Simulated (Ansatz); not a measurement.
# B2FH3OS: how energies converge with the basis set

How large a basis does B2FH3OS need? Two functionals are run in growing sets.

The runs use Ansatz 0.2.0, Gaussian basis; one geometry, several basis sets.

Levels to be run: PBE0-D4/def2-SVP; ωB97M-V/def2-SVP; PBE0-D4/def2-QZVPP; ωB97M-V/def2-QZVPP; the functionals' def2-TZVPP values are taken from earlier runs.

## Step 1: Structure used throughout

The geometry comes from an earlier relaxation with PBE0-D4 in a triple-zeta def2 set; it is a stationary point, not always the lowest conformer.

8 atoms, charge 0, spin multiplicity 1.

Atoms are counted from 1 here; the program's logs count them from 0.

Bond lengths: B1–O2 1.353 Å, B1–H6 1.195 Å, B1–H7 1.202 Å, O2–B3 1.367 Å, B3–F4 1.323 Å, B3–S5 1.805 Å, S5–H8 1.343 Å. Angles: O2–B1–H6 117.5°, O2–B1–H7 120.5°, H6–B1–H7 122.0°, B1–O2–B3 132.5°, O2–B3–F4 116.5°, O2–B3–S5 126.8°, F4–B3–S5 116.6°, B3–S5–H8 95.6°.

Coordinates:

```xyz
8

B     0.3217    1.2091    0.5974
O     0.6664   -0.0988    0.6345
B     0.3058   -1.1715   -0.1314
F     1.0592   -2.2533   -0.0241
S    -1.1054   -1.2757   -1.2522
H     0.7462    1.9170    1.4609
H    -0.3816    1.6296   -0.2819
H    -1.5201   -0.0134   -1.0589
```

## Step 2: PBE0-D4 in def2-SVP

The input, in.yaml:

```yaml
crystal:
  periodic: [false, false, false]
  atoms:
    - {symbol: B, position_ang: [0.321707, 1.209076, 0.597430]}
    - {symbol: O, position_ang: [0.666438, -0.098807, 0.634523]}
    - {symbol: B, position_ang: [0.305763, -1.171510, -0.131399]}
    - {symbol: F, position_ang: [1.059162, -2.253347, -0.024118]}
    - {symbol: S, position_ang: [-1.105399, -1.275653, -1.252209]}
    - {symbol: H, position_ang: [0.746220, 1.916966, 1.460890]}
    - {symbol: H, position_ang: [-0.381600, 1.629587, -0.281947]}
    - {symbol: H, position_ang: [-1.520093, -0.013413, -1.058869]}
basis:
  gaussian: {orbitals: def2-SVP}
hamiltonian: {xc: pbe0, dispersion: d4}
output: {orbitals: {seedname: orbitals}}
```

Command:

```console
$ ansatz run in.yaml --threads 2 --pin off --events-out ev --progress --plain --max-ram 4352MiB
```

The runs that follow: ωB97M-V in def2-SVP; PBE0-D4 in def2-QZVPP; ωB97M-V in def2-QZVPP.

Q: Predict the results of all the runs planned. Wanted: PBE0-D4: double and triple zeta above quadruple; ωB97M-V: double and triple zeta above quadruple.

The runs gave:

| quantity | value |
| --- | --- |
| PBE0-D4: double and triple zeta above quadruple | 11.61, 0.67 eV |
| ωB97M-V: double and triple zeta above quadruple | 11.72, 0.63 eV |

For PBE0-D4 the step from double to triple zeta gains 10.94 eV and the next only 0.67 eV. These are total energies; as a rule much of such shifts cancels in differences, which this series doesn't test.
